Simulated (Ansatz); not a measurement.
Run this with Ansatz 0.2.0 through its Python package and show what comes out.

Script `scin3_drho.py`:
```python
# -*- coding: utf-8 -*-
import ansatz as az
import numpy as np

OCCUPATIONS = "Methfessel-Paxton"
FUNCTIONAL = "LDA"
CUTOFF_EV = 460
MESH = (5, 5, 5)

vectors0 = np.array([
    [4.46, 0.0, 0.0],
    [0.0, 4.46, 0.0],
    [0.0, 0.0, 4.46],
])
sites = [
    ("Sc", (0.0, 0.0, 0.0)),
    ("In", (0.0, 0.5, 0.5)),
    ("In", (0.5, 0.0, 0.5)),
    ("In", (0.5, 0.5, 0.0)),
]


def crystal_on(cell):
    crystal = az.Crystal(lattice=az.Lattice.of(cell))
    for symbol, position in sites:
        crystal = crystal.atom(symbol, position)
    return crystal

def solve(crystal):
    return (
        crystal.calculation()
        .occupations(OCCUPATIONS)
        .functional(FUNCTIONAL)
        .basis(CUTOFF_EV, grid_basis="typed")
        .kpoints(*MESH)
        .density()
        .run(threads=1)
    )


whole = solve(crystal_on(vectors0))
difference = whole.density().channels[0].density_e_per_ang3.copy()
binding = whole.report["free_energy_ev"]
for element in ["Sc", "In"]:
    part = az.Crystal(lattice=az.Lattice.of(vectors0))
    for symbol, position in sites:
        if symbol == element:
            part = part.atom(symbol, position)
    alone = solve(part)
    difference -= alone.density().channels[0].density_e_per_ang3
    binding -= alone.report["free_energy_ev"]
    print(f"{element} sublattice: {alone.report['n_electrons']:g} electrons, {alone.report['n_iterations']} iterations")

voxel = abs(np.linalg.det(vectors0)) / difference.size
print(f"energy of the crystal less its unpolarised sublattices: {binding / len(sites):.4f} eV/atom")
print(f"net charge of the difference {difference.sum() * voxel:.5f} e, charge rearranged {0.5 * np.abs(difference).sum() * voxel:.3f} e")
print(f"extremes {difference.min():.4f} and {difference.max():.4f} e/A^3")
for (symbol, position) in sites:
    index = tuple(int(round(p * n)) % n for p, n in zip(position, difference.shape))
    print(f"  change of the pseudo-density at the grid point nearest {symbol}: {difference[index]:+.4f} e/A^3")
```

```console
$ python scin3_drho.py
Sc sublattice: 11 electrons, 6 iterations
In sublattice: 39 electrons, 6 iterations
energy of the crystal less its unpolarised sublattices: -1.4070 eV/atom
net charge of the difference 0.00000 e, charge rearranged 0.503 e
extremes -0.1160 and 0.0727 e/A^3
  change of the pseudo-density at the grid point nearest Sc: -0.0487 e/A^3
  change of the pseudo-density at the grid point nearest In: +0.0179 e/A^3
  change of the pseudo-density at the grid point nearest In: +0.0179 e/A^3
  change of the pseudo-density at the grid point nearest In: +0.0179 e/A^3
```

What to keep in mind:
- For a metal this k-point mesh is coarse: on a finer one energies can move by several to tens of meV an atom and pressures by half a GPa or more, differences at one mesh by less.
- Densities and potentials on the grid are those of the valence electrons, and inside the cores they hang on the potentials used.
- The structure is a deposited one; some such entries were measured under pressure or heat, so a shift against it needn't be the functional's error alone.
- Charge moved counts every rearrangement, bonding and polarisation too, and is no transfer between atoms; the bare sublattices are artificial references. Values near the nuclei depend on the potentials.
- Timing: 3.7 s on 1 thread of Arm Neoverse V1, on a shared host, peak memory 0.4 GiB.
